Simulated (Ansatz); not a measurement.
# Al3Co2: melt and quench

The task, for Al3Co2: make an amorphous cell by melting and quenching in short dynamics.

All numbers below are computed with Ansatz 0.2.0 (DFT PBE, scalar-relativistic, plane waves, PAW).

## Step 1: Starting point

The cell holds 20 atoms (Al12Co8): a = 6.894 Å, b = 6.331 Å, c = 6.432 Å, α = 89.06°, β = 92.31°, γ = 84.80°.

It is the last frame of an earlier stage of the same melt, run at 730 K.

Coordinates:

```xyz
20
Lattice="6.8857 0.2998 -0.1355 0.2998 6.3232 0.0556 -0.1355 0.0556 6.4306" Properties=species:S:1:pos:R:3 pbc="T T T"
Al    1.3183    0.7329    5.6573
Al    5.7705    4.7070    6.3299
Al    4.6690    2.7156    1.6250
Al    4.7813    5.4769    2.2281
Al    2.2285    5.5168    3.7490
Al    1.0816    2.5511    0.8244
Al    6.5523    5.8930    4.2349
Al    2.7425    4.7529    6.3036
Al    0.8287    5.7914    1.7186
Al    5.5047    2.0747    4.9653
Al    6.7680    3.7368    2.8856
Al    2.7634    2.1049    3.9252
Co    4.1674    6.3869    5.2506
Co    4.4604    4.0979    4.1013
Co    5.4023    0.5881    0.6173
Co    0.7697    3.2232    4.9676
Co    2.7488    0.6118    1.4840
Co    2.4847    3.8305    2.2387
Co    3.1866    2.4458    6.2981
Co    0.3871    1.3804    3.1218
```

## Step 2: Stage at 300 K

One k point, a Fermi-Dirac width of 0.050 eV and a fixed cell.

Contents of input.yaml:

```yaml
crystal:
  lattice:
    - [6.88567, 0.299837, -0.135536]
    - [0.299837, 6.323209, 0.055606]
    - [-0.135536, 0.055606, 6.430573]
  atoms:
    - { symbol: Al, position: [0.2045468173, 0.0984412416, 0.8832051874] }
    - { symbol: Al, position: [0.8273230538, 0.6964079687, 0.9957580493] }
    - { symbol: Al, position: [0.6660307655, 0.3955598907, 0.2633178716] }
    - { symbol: Al, position: [0.6651239793, 0.8315154979, 0.3533174843] }
    - { symbol: Al, position: [0.2979477297, 0.8532237396, 0.5818935062] }
    - { symbol: Al, position: [0.1423748107, 0.395575287, 0.1277758627] }
    - { symbol: Al, position: [0.9263730572, 0.8821359426, 0.6704528471] }
    - { symbol: Al, position: [0.3860652584, 0.7247178727, 0.9821231735] }
    - { symbol: Al, position: [0.0858860479, 0.9095218264, 0.2612031229] }
    - { symbol: Al, position: [0.8026009565, 0.2831312356, 0.7866018406] }
    - { symbol: Al, position: [0.9684987883, 0.5409566704, 0.4644741388] }
    - { symbol: Al, position: [0.4000140515, 0.308499096, 0.6161664648] }
    - { symbol: Co, position: [0.5789051086, 0.9754141436, 0.8202658038] }
    - { symbol: Co, position: [0.6338227676, 0.6123317091, 0.6458492662] }
    - { symbol: Co, position: [0.7843925944, 0.0548279261, 0.1120528283] }
    - { symbol: Co, position: [0.105269329, 0.4979800066, 0.770414387] }
    - { symbol: Co, position: [0.4006125506, 0.0756636559, 0.2385544643] }
    - { symbol: Co, position: [0.3422029092, 0.5864705493, 0.3502774522] }
    - { symbol: Co, position: [0.4666979059, 0.3559962108, 0.9861539787] }
    - { symbol: Co, position: [0.0565522253, 0.2113646156, 0.4848207799] }
  symmetry: { detect: false }
basis:
  ecutwfc: 420
  xc_grid: 1
kpoints:
  mp_grid: { grid: [1, 1, 1], shift: [0.25, 0.25, 0.25] }
hamiltonian:
  xc: pbe
scf:
  occupations: { method: fermi_dirac, width: 0.05 }
  lower_state_search: "off"
  convergence: { dr2_threshold: 1.0e-05 }
output:
  forces: true
  stress: true
md:
  timestep: 3.0
  n_steps: 100
  ensemble: nvt_langevin
  friction: 0.015
  temperature: 300.0
  initial_velocities: maxwell_boltzmann
  seed: 24220
```

Run with:

```sh
$ ansatz run input.yaml --threads 2 --pin off --max-ram 5120MiB --backend cpu --events-out ev --progress --plain --runs-dir out
```

What it wrote, shortened:

```text
Warning: scf.convergence.dr2_threshold = 1e-5 eV is looser than this run's default, which is 1e-7 eV or tighter. The error in the forces grows as the threshold's square root, so leave the key out unless less accurate forces are enough
Warning: output.stress: scf.convergence.dr2_threshold = 1e-5 eV is looser than the 2e-9 eV advised for a printed stress (1e-10 eV for each atom of the cell: 20). What an SCF threshold leaves in a stress goes as its square root, and in the free energy as the threshold itself, and one [...]
Warning: RAYON_NUM_THREADS=2 ignored (pool sized by the plan → 2); use --threads N
[...]
Pseudopotentials: kind: paw
Pseudopotential: Al, paw, valence charge 3, recommended cutoff 420 eV (normal), Al.paw.azcp
Pseudopotential: Co, paw, valence charge 17, recommended cutoff 420 eV (normal), Co.paw.azcp
Functional definition: PBE
[...]
Crystal: 20 atoms, lattice volume = 279.264 Å³
Basis set: ecut = 420 eV, 5465 PW (Γ)
Bands: 106, of which v1, the nominal top of the filled ones, is band 86 counted from 1 (85 counted from 0)
Symmetry: 1 space group operations
k-points: 1
[...]
SCF iter   1: F=—  HF=-47461.997434 eV  |F-HF|=—  |Δ(HF+E_count)|=         —  Δρ=2.33e-2  dr2=1.11e0  ethr=1.77e-3  ⟨swp⟩=6.0  Hψ=414  notcnv=0  defer=1
[...]
md step     0: t =     0.00 fs  T =   285.0 K  F+E_penalty+E_count = -47461.88977168 eV  E_kin = 0.736782 eV  P_inst = -3.4738 GPa  (7 SCF iters)
[...]
md step     6: t =    18.00 fs  T =   556.0 K  F+E_penalty+E_count = -47462.67157233 eV  E_kin = 1.437443 eV  P_inst = -4.6604 GPa  (4 SCF iters)
[...]
md step    12: t =    36.00 fs  T =   491.1 K  F+E_penalty+E_count = -47462.72296502 eV  E_kin = 1.269713 eV  P_inst = -4.5100 GPa  (4 SCF iters)
[...]
md step    18: t =    54.00 fs  T =   404.4 K  F+E_penalty+E_count = -47462.50045525 eV  E_kin = 1.045457 eV  P_inst = -3.5513 GPa  (4 SCF iters)
[...]
md step    22: t =    66.00 fs  T =   332.8 K  F+E_penalty+E_count = -47462.44863496 eV  E_kin = 0.860445 eV  P_inst = -3.4093 GPa  (4 SCF iters)
md step    23: t =    69.00 fs  T =   325.0 K  F+E_penalty+E_count = -47462.47687954 eV  E_kin = 0.840302 eV  P_inst = -3.4806 GPa  (4 SCF iters)
```

## Step 3: The log goes on: Langevin dynamics at 300 K from the last frame before

Output, continued, shortened:

```text
md step    24: t =    72.00 fs  T =   328.1 K  F+E_penalty+E_count = -47462.51593080 eV  E_kin = 0.848231 eV  P_inst = -3.5877 GPa  (3 SCF iters)
[...]
md step    43: t =   129.00 fs  T =   269.1 K  F+E_penalty+E_count = -47462.76666956 eV  E_kin = 0.695778 eV  P_inst = -4.4247 GPa  (4 SCF iters)
[...]
md step    62: t =   186.00 fs  T =   383.9 K  F+E_penalty+E_count = -47463.09362002 eV  E_kin = 0.992528 eV  P_inst = -4.5105 GPa  (4 SCF iters)
[...]
md step    81: t =   243.00 fs  T =   342.5 K  F+E_penalty+E_count = -47463.29432453 eV  E_kin = 0.885546 eV  P_inst = -4.8207 GPa  (4 SCF iters)
[...]
md step    99: t =   297.00 fs  T =   339.6 K  F+E_penalty+E_count = -47463.46297963 eV  E_kin = 0.878045 eV  P_inst = -4.6536 GPa  (4 SCF iters)
[...]
md step   100: t =   300.00 fs  T =   358.8 K  F+E_penalty+E_count = -47463.49686977 eV  E_kin = 0.927463 eV  P_inst = -4.7011 GPa  (6 SCF iters)
SCF converged after 6 iterations
Free energy (F): -47463.496870 eV
[...]
E sigma→0 (E₀):  -47463.440848 eV
Entropy (-TS):   -0.112043 eV (-5.602 meV/atom)
Fermi energy:    10.983617 eV
[...]
--- Forces (eV/Å), atoms counted from 1 ---
  atom   1  Al    -0.43138932     0.13874754    -0.12803951
  atom   2  Al     0.14814753     0.38139821     0.04835708
  atom   3  Al     0.03116106     0.07870769     0.42466865
  atom   4  Al     0.40510630     0.27976279     0.13286064
  atom   5  Al    -0.16356426    -0.11149768    -0.32171498
  atom   6  Al     0.06681296    -0.39947663     0.23013861
  atom   7  Al     0.18191650     0.20248363    -0.00838654
  atom   8  Al    -0.42466185    -0.25369886     0.12340188
[...]
--- Stress (GPa, compression-positive) ---
       -9.879852      -3.798909       0.156155
       -3.798904      -3.105429      -0.364728
        0.156154      -0.364733      -2.182184
  P = ⅓ Tr σ = -5.0558 GPa (-50.558 kbar)
--- MD trajectory: 100 steps, t = 0.0 → 300.0 fs ---
  final state: T = 358.8 K   F+E_penalty+E_count = -47463.49686977 eV   E_kin = 0.927463 eV
```

It took 4.8 min on 2 threads of Intel Xeon at 2.50GHz (Skylake/Cascade Lake), shared host; peak memory 0.49 GiB.

## Step 4: The trajectory

The trajectory, every 4 steps (energies from step 0); msd is the mean square displacement from the start, the centre of mass held:

| time (fs) | T (K) | potential energy change (meV/atom) | pressure (GPa) | msd Al (Å²) | msd Co (Å²) |
| --- | --- | --- | --- | --- | --- |
| 0.0 | 285 | 0.0 | -3.5 | 0.000 | 0.000 |
| 12.0 | 486 | -26.1 | -4.3 | 0.003 | 0.003 |
| 24.0 | 581 | -45.4 | -4.8 | 0.016 | 0.013 |
| 36.0 | 491 | -41.7 | -4.5 | 0.035 | 0.028 |
| 48.0 | 470 | -36.7 | -3.9 | 0.053 | 0.042 |
| 60.0 | 369 | -27.6 | -3.4 | 0.064 | 0.052 |
| 72.0 | 328 | -31.3 | -3.6 | 0.069 | 0.055 |
| 84.0 | 473 | -40.7 | -4.1 | 0.071 | 0.049 |
| 96.0 | 409 | -42.9 | -4.7 | 0.072 | 0.038 |
| 108.0 | 329 | -47.6 | -4.9 | 0.070 | 0.032 |
| 120.0 | 316 | -46.9 | -4.6 | 0.068 | 0.029 |
| 132.0 | 285 | -43.6 | -4.4 | 0.064 | 0.029 |
| 144.0 | 352 | -50.7 | -4.4 | 0.061 | 0.029 |
| 156.0 | 339 | -54.0 | -4.4 | 0.058 | 0.031 |
| 168.0 | 322 | -54.7 | -4.3 | 0.058 | 0.034 |
| 180.0 | 374 | -59.6 | -4.4 | 0.060 | 0.037 |
| 192.0 | 320 | -59.1 | -4.5 | 0.064 | 0.042 |
| 204.0 | 331 | -61.6 | -4.6 | 0.066 | 0.046 |
| 216.0 | 342 | -67.9 | -4.7 | 0.063 | 0.051 |
| 228.0 | 365 | -70.2 | -4.6 | 0.061 | 0.057 |
| 240.0 | 383 | -70.1 | -4.7 | 0.062 | 0.070 |
| 252.0 | 302 | -69.3 | -4.9 | 0.069 | 0.082 |
| 264.0 | 318 | -69.0 | -4.7 | 0.089 | 0.090 |
| 276.0 | 324 | -72.1 | -4.6 | 0.110 | 0.100 |
| 288.0 | 348 | -75.0 | -4.6 | 0.123 | 0.112 |
| 300.0 | 359 | -80.4 | -4.7 | 0.128 | 0.131 |

time (fs), T (K) and a bar:
```
      0.0        285 ##
     12.0        486 #####################
     27.0        575 ##############################
     39.0        477 ####################
     51.0        437 ################
     66.0        333 ######
     78.0        381 ###########
     90.0        447 #################
    105.0        387 ############
    117.0        304 ###
    129.0        269 
    144.0        352 ########
    156.0        339 #######
    171.0        344 #######
    183.0        408 ##############
    195.0        293 ##
    210.0        321 #####
    222.0        367 ##########
    234.0        431 ################
    249.0        356 #########
    261.0        293 ##
    273.0        342 #######
    288.0        348 ########
    300.0        359 #########
```

Pair distribution over the second half of the run:

| r (Å) | g Al–Al | g Al–Co | g Co–Co |
| --- | --- | --- | --- |
| 0.68 | 0.00 | 0.00 | 0.00 |
| 0.84 | 0.00 | 0.00 | 0.00 |
| 1.00 | 0.00 | 0.00 | 0.00 |
| 1.16 | 0.00 | 0.00 | 0.00 |
| 1.32 | 0.00 | 0.00 | 0.00 |
| 1.48 | 0.00 | 0.00 | 0.00 |
| 1.64 | 0.00 | 0.00 | 0.00 |
| 1.80 | 0.00 | 0.00 | 0.00 |
| 1.96 | 0.00 | 0.00 | 0.00 |
| 2.12 | 0.00 | 0.02 | 0.11 |
| 2.28 | 0.00 | 1.70 | 0.91 |
| 2.44 | 0.45 | 4.36 | 0.90 |
| 2.60 | 2.39 | 4.38 | 2.16 |
| 2.76 | 2.63 | 2.06 | 1.29 |
| 2.92 | 1.92 | 0.72 | 2.14 |
| 3.08 | 2.09 | 0.59 | 1.13 |

First peaks of g(r) that rise above 1 (not always the tallest), and, where a minimum follows, the mean number of second-named atoms round a first-named one up to the next minimum:

| pair | peak (Å) | height | minimum (Å) | neighbours |
| --- | --- | --- | --- | --- |
| Al–Al | 2.68 | 2.8 | - | - |
| Al–Co | 2.52 | 4.7 | - | - |
| Co–Co | 2.60 | 2.2 | - | - |

## Step 5: Positions and forces

Extended XYZ, with forces in eV/Å:

```xyz
20
Lattice="6.886 0.300 -0.136 0.300 6.323 0.056 -0.136 0.056 6.431" Properties=species:S:1:pos:R:3:forces:R:3 pbc="T T T" time_fs=60.0 T=369 dE=-0.5525
Al    1.238    0.891    5.487    0.816   -1.106    0.274
Al    5.777    4.574    6.229   -0.120    0.223    0.998
Al    4.737    2.416    2.002   -0.431   -0.269   -0.752
Al    4.533    5.458    2.229    0.525    0.074   -0.382
Al    2.493    5.368    3.846   -0.953    0.366    0.179
Al    0.972    2.376    0.841   -0.466    0.991    1.038
Al    6.437    5.988    4.242    0.096    0.146    0.158
Al    2.673    4.546    6.315    0.270    0.335   -0.205
Al    0.948    5.819    1.554   -0.674   -0.260    0.079
Al    5.504    2.122    4.926    0.573   -0.732    0.221
Al    6.681    3.893    2.735    1.280   -0.686   -0.214
Al    2.874    1.879    3.746   -0.359    0.658    0.311
Co    4.145    6.430    5.165    0.192   -0.243    0.569
Co    4.761    4.064    4.159   -1.112    0.427   -1.168
Co    5.437    0.708    0.450   -0.210   -0.807    0.649
Co    0.734    3.387    4.983    0.562   -0.210    0.006
Co    2.676    0.680    1.501    0.418    0.107   -0.141
Co    2.506    3.812    2.195   -0.271   -0.726   -0.239
Co    3.171    2.231    6.232    0.483    0.705    0.026
Co    0.597    1.059    3.346   -0.619    1.013   -1.406
20
Lattice="6.886 0.300 -0.136 0.300 6.323 0.056 -0.136 0.056 6.431" Properties=species:S:1:pos:R:3:forces:R:3 pbc="T T T" time_fs=120.0 T=316 dE=-0.9380
Al    1.568    0.701    5.643   -0.416   -0.143   -0.664
Al    5.780    4.525    6.365   -0.434    0.537   -0.684
Al    4.773    2.303    2.054   -0.528    0.365    0.179
Al    4.614    5.495    2.106   -0.125   -0.336    0.318
Al    2.361    5.384    3.784    0.370    0.277   -0.201
Al    0.898    2.371    0.719    0.090    0.294    1.330
Al    6.412    5.918    4.185    0.200    0.728    0.354
Al    2.751    4.511    6.256    0.065    0.854   -0.053
Al    0.893    5.763    1.525    0.209   -0.148    0.015
Al    5.795    2.184    5.045   -0.692   -0.948   -0.395
Al    6.822    3.741    2.717    0.157    0.651   -0.151
Al    2.763    2.105    3.899    0.493    0.097   -0.502
Co    4.137    6.372    5.263    0.452    0.077    0.173
Co    4.799    4.079    3.977   -0.568   -0.277    0.332
Co    5.462    0.692    0.568   -0.396   -0.783   -0.650
Co    0.819    3.295    4.977    0.505    0.514   -0.080
Co    2.706    0.742    1.512   -0.058    0.118   -0.032
Co    2.407    3.757    2.154    0.070   -0.429   -0.329
Co    3.334    2.357    6.247    0.485   -0.646    0.165
Co    0.543    1.235    3.020    0.118   -0.805    0.873
20
Lattice="6.886 0.300 -0.136 0.300 6.323 0.056 -0.136 0.056 6.431" Properties=species:S:1:pos:R:3:forces:R:3 pbc="T T T" time_fs=180.0 T=374 dE=-1.1917
Al    1.505    0.827    5.477   -0.094    0.482    0.223
Al    5.534    4.492    6.158    0.676    0.092    0.055
Al    4.791    2.469    1.851    0.273   -0.338    0.328
Al    4.620    5.358    2.161   -0.138    0.587   -0.370
Al    2.507    5.635    3.622   -0.306   -0.410    0.274
Al    0.910    2.490    0.818    0.021   -0.274   -0.289
Al    6.557    6.117    4.192   -0.357   -0.942    0.299
Al    2.798    4.659    6.265   -0.403   -0.079   -0.409
Al    0.924    5.712    1.474   -0.406    0.778   -0.546
Al    5.593    2.070    4.979    0.355    0.436    0.029
Al    6.869    3.945    2.749   -0.285   -0.768    0.357
Al    2.977    2.201    3.809   -0.477   -0.530    0.141
Co    4.153    6.382    5.202    0.003    0.611   -0.787
Co    4.617    4.002    3.986    0.234   -0.201    0.158
Co    5.230    0.455    0.494    0.709    0.250    0.447
Co    0.867    3.399    4.986   -0.014   -0.206    0.154
Co    2.784    0.816    1.451   -0.403   -0.591    0.411
Co    2.362    3.783    2.163    0.390    0.115   -0.269
Co    3.383    2.336    6.266    0.044    0.722   -0.831
Co    0.606    1.230    3.031    0.176    0.266    0.622
20
Lattice="6.886 0.300 -0.136 0.300 6.323 0.056 -0.136 0.056 6.431" Properties=species:S:1:pos:R:3:forces:R:3 pbc="T T T" time_fs=240.0 T=383 dE=-1.4021
Al    1.471    0.887    5.432    0.228    0.098    0.499
Al    5.861    4.504    6.320   -0.661   -0.203   -0.160
Al    4.860    2.286    1.797   -0.537   -0.180    0.138
Al    4.573    5.420    2.151    0.139   -0.127    0.335
Al    2.307    5.532    3.615   -0.004    0.185    0.057
Al    1.116    2.466    0.878   -0.324   -0.014   -0.305
Al    6.591    5.952    4.342   -0.454    0.253   -0.234
Al    2.775    4.628    6.059    0.653    0.783    0.651
Al    0.729    5.955    1.428    0.291   -0.090    0.044
Al    5.648    2.153    5.092    0.175   -0.128   -0.501
Al    6.708    3.756    2.773    0.502    0.679    0.547
Al    2.815    2.108    3.702    0.412    0.720   -0.369
Co    4.164    6.514    4.811    0.005   -0.267    0.272
Co    4.520    4.049    4.112    0.252   -0.085   -0.170
Co    5.147    0.426    0.322   -0.235   -0.249   -0.319
Co    0.998    3.463    4.996   -0.877   -0.509   -0.459
Co    2.750    0.789    1.539   -0.347   -0.129   -0.190
Co    2.420    3.904    2.063    0.550   -0.313   -0.170
Co    3.320    2.368    6.153    0.322   -0.189   -0.054
Co    0.524    1.230    3.162   -0.095   -0.236    0.390
20
Lattice="6.886 0.300 -0.136 0.300 6.323 0.056 -0.136 0.056 6.431" Properties=species:S:1:pos:R:3:forces:R:3 pbc="T T T" time_fs=300.0 T=359 dE=-1.6071
Al    1.624    0.931    5.548   -0.431    0.139   -0.128
Al    5.677    4.349    6.424    0.148    0.381    0.048
Al    4.918    2.138    1.779    0.031    0.079    0.425
Al    4.519    5.463    2.265    0.405    0.280    0.133
Al    2.178    5.494    3.729   -0.164   -0.111   -0.322
Al    1.085    2.589    0.841    0.067   -0.399    0.230
Al    6.465    5.946    4.511    0.182    0.202   -0.008
Al    3.075    4.883    6.225   -0.425   -0.254    0.123
Al    0.510    6.040    1.544    0.769    0.251    0.080
Al    5.745    2.229    5.055   -0.085   -0.919   -0.338
Al    6.897    3.949    2.816   -0.380   -0.478   -0.010
Al    2.844    2.399    3.672   -0.281   -0.657    0.366
Co    4.108    6.600    4.701   -0.245    0.268   -0.566
Co    4.485    4.146    4.218    0.285   -0.251   -0.105
Co    5.077    0.328    0.230   -0.904   -0.029   -0.099
Co    0.924    3.443    5.047    0.152    0.174    0.268
Co    2.653    0.820    1.589   -0.297   -0.036   -0.153
Co    2.502    3.956    1.978    0.353    0.312   -0.072
Co    3.426    2.357    6.081    0.396    1.116    0.454
Co    0.401    1.250    3.407    0.422   -0.068   -0.325
```

## Step 6: The stages side by side

Means over the second half of each stage, earlier sessions' stages included (the first, hottest stages at a lower cutoff are left out); the pressure holds its kinetic part:

| thermostat (K) | duration (fs) | mean T (K) | mean P (GPa) | mean potential energy over the last stage (meV/atom) | largest msd at the end (Å²) | wall time |
| --- | --- | --- | --- | --- | --- | --- |
| 1840 | 474 | 1669 | 4.4 | 161 | 0.41 | 8.1 min |
| 1320 | 450 | 1610 | 5.0 | 183 | 1.48 | 7 min |
| 730 | 432 | 674 | -2.9 | 54 | 0.25 | 6.5 min |
| 300 | 300 | 339 | -4.6 | 0 | 0.13 | 4.8 min |

## Step 7: Summary of results

| quantity | value |
| --- | --- |
| 300 K: length | 100 steps of 3 fs |
| 300 K: temperature, first and last step | 285 and 359 K |
| 300 K: temperature, second half | mean 339 K, from 284 to 431 K |

In words: Against a set 300 K the second half averages 339 K with a spread of 32 K (in equilibrium 20 atoms would scatter by about 55 K, over a far longer run). The thermostat is lowered by 1540 K within 1182 fs (some 1×10^15 K/s), far faster than any real quench. In the hottest stage of the table the atoms move only 0.41 Å² in mean square, too little to forget where they started, so this is no equilibrated liquid. Averages from a run of 300 fs with 20 atoms are rough.

No run allows spin polarisation, though the cell holds Co.
